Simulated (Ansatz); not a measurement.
**CH3Ga+ (doublet): wave-function methods side by side, cc-pVTZ**

How much of the correlation energy of CH3Ga+ (doublet) does each wave-function method recover here?

Computed with Ansatz 0.2.0, Gaussian basis. Level: cc-pVTZ, core rule «outside noble gas», up to 15 orbitals frozen.

The runs, in order: UHF; CCSD(T) on ROHF; CCSD(T) on UHF; BCCD(T) on ROHF; CCSDT(Q) on ROHF; CCSDT(Q) on UHF.

6 further runs of the same task are left out: 2 for a known fault of the program, 4 set aside as unsound or not needed.

## (1) What is computed

The geometry is a PBE0/def2-TZVP stationary point (not a proven minimum) of the parent state, kept for this charge and spin. No spin-orbit coupling is included. The filled d shell of Ga may be among the frozen orbitals whatever the setting's name suggests; the logs give the count.

5 atoms, charge 1, spin multiplicity 2.

Atoms are counted from 1 here; the program's logs count them from 0.

Bond lengths: C1–Ga2 1.774 Å, C1–H3 1.083 Å, C1–H4 1.083 Å, Ga2–H5 1.531 Å. Angles: Ga2–C1–H3 121.4°, Ga2–C1–H4 121.4°, H3–C1–H4 117.2°, C1–Ga2–H5 180.0°.

## (2) UHF

The input, in.yaml:

```yaml
crystal:
  periodic: [false, false, false]
  atoms:
    - {symbol: C, position_ang: [0.000000, 0.000000, 1.485416]}
    - {symbol: Ga, position_ang: [0.000000, 0.000000, -0.288840]}
    - {symbol: H, position_ang: [0.000000, 0.924425, 2.049945]}
    - {symbol: H, position_ang: [0.000000, -0.924425, 2.049945]}
    - {symbol: H, position_ang: [0.000000, 0.000000, -1.820112]}
basis:
  gaussian: {orbitals: cc-pVTZ}
total_charge: 1
magnetization: {spin_polarized: true, initial_magnetization: 1}
hamiltonian: {xc: hf}
output: {orbitals: {seedname: orbitals}}
```

Started as:

```console
$ ansatz run in.yaml --threads 1 --pin off --events-out ev --progress --plain --max-ram 4096MiB --backend cpu
```

The runs that follow: CCSD(T) on ROHF; CCSD(T) on UHF; BCCD(T) on ROHF; CCSDT(Q) on ROHF; CCSDT(Q) on UHF.

**Question.** What will the summary of the whole plan be? Wanted: UCCSDT(Q) below the RHF energy; RMP2 from UCCSDT(Q); UMP2 from UCCSDT(Q); RCCSD from UCCSDT(Q); RCCSD(T) from UCCSDT(Q); UCCSD(T) from UCCSDT(Q); RCCSDT(Q) from UCCSDT(Q); T1 diagnostic.

The runs gave:

| quantity | value |
| --- | --- |
| UCCSDT(Q) below the RHF energy | -6.2595 eV |
| RMP2 from UCCSDT(Q) | +912.6 meV |
| UMP2 from UCCSDT(Q) | +924.5 meV |
| RCCSD from UCCSDT(Q) | +209.8 meV |
| RCCSD(T) from UCCSDT(Q) | +27.7 meV |
| UCCSD(T) from UCCSDT(Q) | +26.6 meV |
| RCCSDT(Q) from UCCSDT(Q) | +1.8 meV |
| levels within 1 kcal/mol (43 meV) | RCCSD(T), UCCSD(T), BCCD(T), RCCSDT, UCCSDT, RCCSDT(Q) |
| T1 diagnostic | 0.014 |

What this shows: RCCSD(T) misses by +27.7 meV, 0.4 % of the correlation energy. These misses are within one basis, not against nature; the frozen cores of restricted and unrestricted runs differ, which can shift their rows.
